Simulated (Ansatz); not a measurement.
Turn this script for the Python package of Ansatz (0.2.0) into the input file that the command-line program reads.

The script, `run_scf.py`:
```python
'''Single point of In3Ge.'''

import warnings

import ansatz as az
import numpy as np

warnings.simplefilter('ignore', az.DeckWarning)

cell = (
    az.Lattice.from_parameters(5.245414, 5.245414, 5.245414, alpha=60.0, beta=60.0, gamma=60.0)
    .atom('In', (0.25, 0.25, 0.25))
    .atom('In', (0.75, 0.75, 0.75))
    .atom('In', (0.5, 0.5, 0.5))
    .atom('Ge', (0.0, 0.0, 0.0))
)

# functional, basis and sampling
setup = (
    cell.calculation()
    .functional('pbesol')
    .basis(28 * az.Ry)
    .kpoints(4, shift=0.5)
    .occupations('Fermi-Dirac', width=0.01)
    .eigensolver('auto')
    .initial_density(normalization='atom')
    .forces()
)
def show(event):
    row = event['data']
    if event['event'] == 'scf_iter' and row.get('free_energy_ev') is not None:
        print(f'  iteration {row["iter"]:3d}  F = {row["free_energy_ev"]:.6f} eV  residual {row["dr2_ev"]:.2e}')


done = setup.session().plan().execute(on_event=show)
rep = done.report

energy = rep['free_energy_ev']
print('In3Ge: {:.6f} eV = {:.6f} Ry = {:.6f} Ha'.format(energy, energy / 13.605693, energy / 27.211386))
print('Fermi level {:.4f} eV, {} k-points, {} symmetry operations'.format(rep['fermi_energy_ev'], rep['n_kpoints'], rep['n_symmetry_ops']))

print('doubts on the final state:', rep['published_state_doubts'] or 'none')
print('warnings:', sorted({n['data']['kind'] for n in done.notices if n['data'].get('severity') in ('warning', 'doubt')}) or 'none')

# forces in eV per angstrom
forces = np.array(rep['forces_ev_ang'])
norms = np.linalg.norm(forces, axis=1)
print('largest force {:.4f} eV/A on atom {}'.format(norms.max(), norms.argmax()))
print(np.array2string(forces, precision=4, suppress_small=True))
```

```console
$ python run_scf.py
  iteration   7  F = -20829.159404 eV  residual 3.60e-08
In3Ge: -20829.159404 eV = -1530.914993 Ry = -765.457496 Ha
Fermi level 9.4759 eV, 10 k-points, 12 symmetry operations
doubts on the final state: none
warnings: none
largest force 0.0399 eV/A on atom 0
[[-0.0326 -0.0188 -0.0133]
 [ 0.0326  0.0188  0.0133]
 [-0.      0.      0.    ]
 [-0.      0.     -0.    ]]
```

`input.yaml`:
```yaml
crystal:
  lattice: { a: 5.245414, b: 5.245414, c: 5.245414, alpha: 60.0, beta: 60.0, gamma: 60.0 }
  atoms:
    - { symbol: In, position: [0.25, 0.25, 0.25] }
    - { symbol: In, position: [0.75, 0.75, 0.75] }
    - { symbol: In, position: [0.5, 0.5, 0.5] }
    - { symbol: Ge, position: [0.0, 0.0, 0.0] }
basis:
  ecutwfc: 380.9594074438
kpoints:
  mp_grid: { grid: [4, 4, 4], shift: [0.5, 0.5, 0.5] }
hamiltonian:
  xc: pbesol
scf:
  occupations: { method: fermi_dirac, width: 0.01 }
  eigensolver: { kind: auto }
  initial_density: { normalization: atom }
output:
  forces: true
```

The program run on that file:
```console
$ ansatz run input.yaml --threads 1 --pin off --max-ram 3072MiB --backend cpu --events-out ev --progress --plain --runs-dir out
Warning: basis.ecutwfc = 380.9594074438 eV is below the records' recommended 420 eV, and the density's cutoff is lower with it unless basis.ecutrho_ratio is high enough to keep the records' density cutoff: compare with a run at a higher cutoff
Warning: crystal.symmetry: narrowed to the stabiliser of the k-point mesh — unitary ops 48 → 12; excluded 36 operations that carry a point of the 4×4×4 mesh (shift [0.5, 0.5, 0.5]) off the mesh (the run samples exactly the mesh kpoints.mp_grid names, as under crystal.symmetry.detect: false, and its converged state has the mesh's symmetry, not the crystal's; ε∞, the Born charges and the force [...]
Engine: ansatz 0.2.0, x86_64-unknown-linux-gnu
Pseudopotentials: kind: paw
Pseudopotential: In, paw, valence charge 13, recommended cutoff 420 eV (normal), In.paw.azcp
Pseudopotential: Ge, paw, valence charge 14, recommended cutoff 420 eV (normal), Ge.paw.azcp
Functional definition: PBEsol
  exchange = pbesol_x
  correlation = pbesol_c
Crystal: 4 atoms, lattice volume = 102.053 Å³
Basis set: ecut = 380.9594074438 eV, 1759 PW (Γ), exchange–correlation on 72×72×72 points (8 copies of the dense FFT grid, shifted against one another)
Bands: 31, of which v1, the nominal top of the filled ones, is band 27 counted from 1 (26 counted from 0)
Symmetry: 12 space group operations
k-points: 10 of 64
Non-local potential: In, projectors of the file, l = 0: 2, l = 1: 2, l = 2: 2, l = 3: 2
Non-local potential: Ge, projectors of the file, l = 0: 2, l = 1: 2, l = 2: 3, l = 3: 1
PAW form: soft (Blöchl's): semilocal exchange-correlation on the pseudo side does not see the compensation charge
PAW frozen core: In, regenerated for the run's functional, and the local potential with it (the file was generated under x = pbe(κ = 0.804, μ = 0.2195149727645171), c = pbe(β = 0.06672455060314922))
PAW frozen core: Ge, regenerated for the run's functional, and the local potential with it (the file was generated under x = pbe(κ = 0.804, μ = 0.2195149727645171), c = pbe(β = 0.06672455060314922))
PAW one-centre angular grid: In, 590 points (default); XC on 64 Gauss nodes
PAW one-centre angular grid: Ge, 590 points (default); XC on 64 Gauss nodes
Initial density: superposition of atomic densities (neutral atoms: chi_scale 0, normalization atom)
Initial wavefunctions: pseudopotential atomic-orbital guess
Functional: x = pbesol(κ = 0.804, μ = 0.12345679012345678), c = pbesol(β = 0.046)
SCF iter   1: F=—  HF=-20829.328658 eV  |F-HF|=—  |Δ(HF+E_count)|=         —  Δρ=1.47e-2  dr2=4.41e-1  ethr=3.10e-3  ⟨swp⟩=6.6  Hψ=1391  notcnv=0
preconditioner: auto → Resta (q_TF=auto, 2.446 Å⁻¹)  ε∞=4.0  [insulator: Δε(μ)=0.126 eV  Ē_g=15.552 eV  σ=0.010 eV  W_gap=0.83  n_scr=26 (ndim 8)  ℏωp=26.8 eV  f_vac=0.000  D(μ)=5.21/eV (n_scr^D=58)  ε∞_Penn≈4.0]
SCF iter   2: F=—  HF=-20829.180864 eV  |F-HF|=—  |Δ(HF+E_count)|=   1.48e-1  Δρ=7.74e-3  dr2=7.62e-2  ethr=8.31e-4  ⟨swp⟩=2.9  Hψ=645  notcnv=0  defer=3
SCF iter   3: F=—  HF=-20829.161206 eV  |F-HF|=—  |Δ(HF+E_count)|=   1.97e-2  Δρ=2.90e-3  dr2=7.24e-3  ethr=1.44e-4  ⟨swp⟩=3.0  Hψ=614  notcnv=0  defer=3
SCF iter   4: F=—  HF=-20829.159584 eV  |F-HF|=—  |Δ(HF+E_count)|=   1.62e-3  Δρ=4.76e-4  dr2=1.83e-4  ethr=1.37e-5  ⟨swp⟩=2.0  Hψ=614  notcnv=0  defer=3
SCF iter   5: F=—  HF=-20829.159396 eV  |F-HF|=—  |Δ(HF+E_count)|=   1.87e-4  Δρ=1.61e-4  dr2=1.71e-5  ethr=3.45e-7  ⟨swp⟩=2.0  Hψ=574  notcnv=0  defer=3
SCF iter   6: F=—  HF=-20829.159403 eV  |F-HF|=—  |Δ(HF+E_count)|=   6.44e-6  Δρ=5.07e-5  dr2=1.49e-6  ethr=3.22e-8  ⟨swp⟩=2.0  Hψ=571  notcnv=0  defer=3
SCF iter   7: F=-20829.159404 eV  HF=-20829.159404 eV  |F-HF|=1.03e-8  |Δ(HF+E_count)|=   8.70e-7  Δρ=6.87e-6  dr2=3.60e-8  ethr=1.93e-10  ⟨swp⟩=3.0  Hψ=1408  notcnv=0
SCF 1 converged in 7 iterations: F = -20829.159404 eV  dr2 = 3.60e-8
  greatest PAW one-centre occupation: 0.998 electrons in one spin orbital (limit 2), on the Ge atom at site 3 (counted from 0), in its partial waves of l = 2
SCF converged after 7 iterations
Free energy (F): -20829.159404 eV
Harris-Foulkes:  -20829.159404 eV  (|F-HF|=1.03e-8)
Internal energy: -20829.157486 eV  (E = F + TS)
E sigma→0 (E₀):  -20829.158445 eV
Entropy (-TS):   -0.001918 eV (-0.479 meV/atom)
Fermi energy:    9.475910 eV
--- Per-component energies (eV) ---
  E_band       = -224.213732
  E_kinetic    = 832.373335
  E_local      = -5556.155646  (includes V_loc(G=0)·N_el)
  E_nonlocal   = 1518.109706
  E_hartree    = 2272.762507
  E_xc         = -716.406505
  E_vxc        = -364.760230  (∫ρ·V_xc dr)
  E_paw        = -14217.904511  (= ΣΔE_a)
  E_vpaw       = -1199.303489  (= ΣTr[D̂ρ^β])
  E_aug_tail   = 0.001537  (compensation charges beyond the density's cutoff)
  E_ewald      = -4963.563551
  E_core_change = 1.625644  (= ΣΔE_core)
  E_smearing   = -0.001918  (= −TS)
  E_closure    = -0.000000  (closes the sum)
  Σ components = -20829.159404   (vs F -20829.159404, Δ=0.00e0)
--- Forces (eV/Å), atoms counted from 1 ---
  atom   1  In    -0.03255419    -0.01879517    -0.01329019
  atom   2  In     0.03255419     0.01879517     0.01329019
  atom   3  In    -0.00000000     0.00000000     0.00000000
  atom   4  Ge     0.00000000     0.00000000     0.00000000
  max |Σ_I F_I| component: 6.94e-18 eV/Å
```

Notes:
- These settings explore the input space; cutoff and mesh may be short of convergence.
- The cutoff lies under the one recommended for these potentials.
- The mesh is modest for a metal, so energies can be off by several to tens of meV an atom and pressures by half a GPa or more; differences at equal mesh fare better.
- An absolute Fermi energy rests on an arbitrary zero of the periodic potential and has no direct meaning.
- The mesh has less symmetry than the crystal, which the program warned of.
- The structure comes from a database of computed cells and needn't be a stable or known phase.
- The script silences the warnings on its input, which a real study should read.

(Lines on the test bed's own set-up are left out of the output.)
